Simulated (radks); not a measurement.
# Exchange and kinetic functionals tested on atomic densities: Cl²⁺, Cd⁺, Mg, Au, Sn⁴⁺, Ge⁴⁺

One table from this session's results is given with a row withheld; the runs are named, their logs left out.

The numbers are computed with radks (a radial shooting solver on a logarithmic mesh, Libxc functionals) version 1 (non-relativistic Kohn-Sham, r2SCAN, spin-polarised, spherical densities, point nucleus; open shells are filled with parallel spins first), except any that are marked as measured or tabulated.

### The system

- species: Cl²⁺ ([Ne] 3s2 3p3), Cd⁺ ([Kr] 4d10 5s1), Mg ([Ne] 3s2), Au ([Xe] 4f14 5d10 6s1), Sn⁴⁺ ([Kr] 4d10), Ge⁴⁺ ([Ar] 3d10)

Set-up of the first run:

Input:

```text
Z 17
configuration [Ne] 3s2 3p3
relativity non-relativistic
functional r2scan,r2scan
spin polarised
nucleus point
```

Steps of the session up to this table: Cl²⁺, [Ne] 3s2 3p3.

One of the session's tables, all rows but one given; the rest of the session is left out.

Radial moments (bohr):

```
  level     <r>  outermost maximum (interpolated)  90 % within  nodes
  2s up       ?                                 ?            ?      ?
2s down  0.4442                             0.363        0.693      1
  2p up  0.4063                             0.302        0.673      0
2p down  0.4064                             0.303        0.673      0
  3s up   1.445                              1.25         2.15      2
3s down   1.465                              1.25         2.19      2
  3p up   1.586                              1.35         2.40      1
3p down   1.620                              1.35         2.48      1
```

**Question.** Estimate the row for 2s up.

The run gave: <r>: 0.4442; outermost maximum (interpolated): 0.363; 90 % within: 0.694; nodes: 1.
